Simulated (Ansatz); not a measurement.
# Ge2H6O ((H3Ge)2O): the cost of one run

Program: Ansatz 0.2.0, Gaussian basis. Level of theory: the settings change from run to run. These are calculated values, not measurements.

**1. The molecule**

The geometry comes from an earlier relaxation with r2SCAN-D4/def2-SVP; it is a stationary point, not always the lowest conformer.

9 atoms, charge 0, spin multiplicity 1.

Atoms are counted from 1 here; the program's logs count them from 0.

Bond lengths: Ge1–H2 1.541 Å, Ge1–H3 1.532 Å, Ge1–H4 1.541 Å, Ge1–O5 1.780 Å, O5–Ge6 1.780 Å, Ge6–H7 1.541 Å, Ge6–H8 1.541 Å, Ge6–H9 1.532 Å. Angles: H2–Ge1–H3 111.2°, H2–Ge1–H4 110.0°, H2–Ge1–O5 109.4°, H3–Ge1–H4 111.2°, H3–Ge1–O5 105.5°, H4–Ge1–O5 109.4°, Ge1–O5–Ge6 128.1°, O5–Ge6–H7 109.4°, O5–Ge6–H8 109.4°, O5–Ge6–H9 105.5°, H7–Ge6–H8 110.0°, H7–Ge6–H9 111.2°, H8–Ge6–H9 111.2°.

**2. wB97M-V/def2-mTZVPP**

Options: charge +1, multiplicity 2, density fitting with def2-universal-jkfit.

File in.yaml:

```yaml
crystal:
  periodic: [false, false, false]
  atoms:
    - {symbol: Ge, position_ang: [1.495470, -0.025228, 0.571727]}
    - {symbol: H, position_ang: [2.096959, -0.606030, -0.722666]}
    - {symbol: H, position_ang: [2.405589, 1.050844, 1.171887]}
    - {symbol: H, position_ang: [1.228543, -1.157563, 1.581738]}
    - {symbol: O, position_ang: [-0.035307, 0.801722, 0.194215]}
    - {symbol: Ge, position_ang: [-1.499305, 0.114887, -0.550195]}
    - {symbol: H, position_ang: [-1.167971, -0.373777, -1.973085]}
    - {symbol: H, position_ang: [-2.004983, -1.062395, 0.305839]}
    - {symbol: H, position_ang: [-2.519005, 1.257550, -0.579460]}
basis:
  gaussian: {orbitals: def2-mTZVPP, fitting: {mean_field: def2-universal-jkfit}}
total_charge: 1
magnetization: {spin_polarized: true, initial_magnetization: 1}
hamiltonian: {xc: {name: wB97M-V}}
output: {forces: true}
```

On the command line:

```sh
$ ansatz run in.yaml --threads 4 --pin off --events-out ev --progress --plain --max-ram 3916MiB
```

What time and memory should one allow on 4 threads of Arm Neoverse V2, shared host?

About 16 s, with a peak of 0.77 GiB.
